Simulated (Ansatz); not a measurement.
# Ti: an axial (c/a) deformation path

The task here is to estimate one member of a computed series from the others.

Method: DFT PBE, scalar-relativistic, plane waves, PAW, in Ansatz 0.2.0.

### The system as given

It takes space group P6_3/mmc (No. 194, hexagonal). Conventional cell: a = 2.950 Å, b = 2.950 Å, c = 4.686 Å, α = 90.00°, β = 90.00°, γ = 120.00°. Around Ti (site symmetry -6m2) lie 12 Ti at 2.90 to 2.95 Å.

Coordinates:

```
Ti
1.0
     2.95000    0.00000    0.00000
    -1.47500    2.55477    0.00000
     0.00000    0.00000    4.68600
Ti
2
Direct
  0.33333 0.66667 0.25000
  0.66667 0.33333 0.75000
```

No relaxation comes first: the listed cell is the starting point.

Set-up of the first run:

Contents of input.yaml:

```yaml
crystal:
  lattice:
    - [2.9499978604, 0.0, 0.0]
    - [-1.4749989302, 2.5547730882, 0.0]
    - [0.0, 0.0, 4.686]
  atoms:
    - { symbol: Ti, position: [0.3333333333, 0.6666666667, 0.25] }
    - { symbol: Ti, position: [0.6666666667, 0.3333333333, 0.75] }
basis:
  ecutwfc: 420
kpoints:
  mp_grid: { grid: [24, 24, 12] }
hamiltonian:
  xc: pbe
scf:
  occupations: { method: gaussian, width: 0.15 }
output:
  forces: true
  stress: true
  eigenvalues: true
  write_density: true
  write_potential: true
  elf: true
  volumetric_format: npy
```

Started as:

```console
$ ansatz run input.yaml --threads 1 --pin off --max-ram 2560MiB --backend cpu --events-out ev --progress --plain --runs-dir out
```

Among the steps run: The reference: the undisturbed cell on the scan's mesh; ρ = 0.850; ρ = 1.200; At ρ = 0.920; At ρ = 1.100; Point ρ = 0.960; Point ρ = 1.050; ρ = 0.800; At ρ = 1.300.

One table of the session follows, with a row left open; its other results are not shown here.

Collected from the runs (energy zero: the undisturbed cell):

```
    ρ  ΔE (meV/atom)  pressure (GPa)
0.800          154.1            -0.2
0.850           87.9            -0.8
0.920           24.3            -1.3
0.960              ?               ?
1.000            0.0            -1.6
1.050           10.9            -1.6
1.100           37.8            -1.5
1.200          120.8            -1.4
1.300          219.4            -0.8
```

Q: Estimate the row for ρ = 0.960 from the others.

Worked estimate for «ΔE (meV/atom)». A straight line through the neighbours (0.920, 24.3) and (1.000, 0.0) gives 24.3 + (0.0 − 24.3) × (0.960 − 0.920) / (1.000 − 0.920) = 12.2; a parabola fitted to 4 rows on both sides gives 5.7.

As computed: ΔE (meV/atom): 5.3; pressure (GPa): -1.5. In «ΔE (meV/atom)» the line misses by +6.9 and the parabola by +0.4.
